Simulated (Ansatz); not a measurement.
# GeH (doublet): from Hartree-Fock to the top rungs, cc-pVTZ

How much of the correlation energy of GeH (doublet) does each wave-function method recover here?

Program: Ansatz 0.2.0, Gaussian basis. Level of theory: cc-pVTZ, core rule «outside noble gas», up to 14 orbitals frozen. These are calculated values, not measurements.

Plan: UHF; CCSD(T) on ROHF; CCSD(T) on UHF; BCCD(T) on ROHF; CISD; CCSDT(Q) on ROHF; CCSDT(Q) on UHF; CASSCF and MRCISD+Q, 5 electrons in 5 orbitals; CASSCF and NEVPT2, 5 electrons in 5 orbitals; Full CI; Full CI in the symmetry of the determinant.

18 further runs of the same task are left out: 9 that didn't finish, 9 set aside as unsound or not needed.

**1. What is computed**

The geometry is a PBE0/def2-TZVP stationary point (not a proven minimum) of the parent state, kept for this charge and spin. No spin-orbit coupling is included. The filled d shell of Ge may be among the frozen orbitals whatever the setting's name suggests; the logs give the count.

2 atoms, charge 0, spin multiplicity 2.

Atoms are counted from 1 here; the program's logs count them from 0.

Bond lengths: Ge1–H2 1.572 Å.

**2. UHF**

in.yaml reads:

```yaml
crystal:
  periodic: [false, false, false]
  atoms:
    - {symbol: Ge, position_ang: [0.000000, 0.000000, 0.000000]}
    - {symbol: H, position_ang: [0.000000, 0.000000, 1.571873]}
basis:
  gaussian: {orbitals: cc-pVTZ}
magnetization: {spin_polarized: true, initial_magnetization: 1}
hamiltonian: {xc: hf}
output: {orbitals: {seedname: orbitals}}
```

Command:

```console
ansatz run in.yaml --threads 1 --pin off --events-out ev --progress --plain --max-ram 2393MiB
```

Further steps of the session: CCSD(T) on ROHF; CCSD(T) on UHF; BCCD(T) on ROHF; CISD; CCSDT(Q) on ROHF; CCSDT(Q) on UHF; CASSCF and MRCISD+Q, 5 electrons in 5 orbitals; CASSCF and NEVPT2, 5 electrons in 5 orbitals; Full CI; Full CI in the symmetry of the determinant.

Q: Predict the results of all the runs planned. Wanted: FCI below the RHF energy; RMP2 from FCI; UMP2 from FCI; RCCSD from FCI; RCCSD(T) from FCI; UCCSD(T) from FCI; RCCSDT(Q) from FCI; UCCSDT(Q) from FCI; NEVPT2 valence from FCI.

The runs gave:

```
                         quantity                                                                                value
         FCI below the RHF energy                                                                           -2.8086 eV
                    RMP2 from FCI                                                                      +14.71 kcal/mol
                    UMP2 from FCI                                                                      +14.96 kcal/mol
                   RCCSD from FCI                                                                       +2.04 kcal/mol
                RCCSD(T) from FCI                                                                       +0.41 kcal/mol
                UCCSD(T) from FCI                                                                       +0.32 kcal/mol
               RCCSDT(Q) from FCI                                                                        0.00 kcal/mol
               UCCSDT(Q) from FCI                                                                       -0.09 kcal/mol
          NEVPT2 valence from FCI                                                                      +12.12 kcal/mol
        MRCISD+Q valence from FCI                                                                        0.00 kcal/mol
levels within 1 kcal/mol (43 meV)  RCCSD(T), UCCSD(T), BCCD(T), RCCSDT, UCCSDT, RCCSDT(Q), UCCSDT(Q), MRCISD+Q valence
                    T1 diagnostic                                                                                0.020
   effectively unpaired electrons                                                                                 1.06
```

In words: RCCSD(T) lands +0.41 kcal/mol from the yardstick (0.6 % of the correlation energy). UCCSDT, UCCSDT(Q) fall below full CI: unrestricted runs freeze a spin-polarised core, another one than full CI's, and coupled cluster isn't variational. One determinant dominates. Of the multireference levels listed MRCISD+Q valence comes nearest in total energy (0.00 kcal/mol), which doesn't show that its space is the better one. These misses are within one basis, not against nature; the frozen cores of restricted and unrestricted runs differ, which can shift their rows.
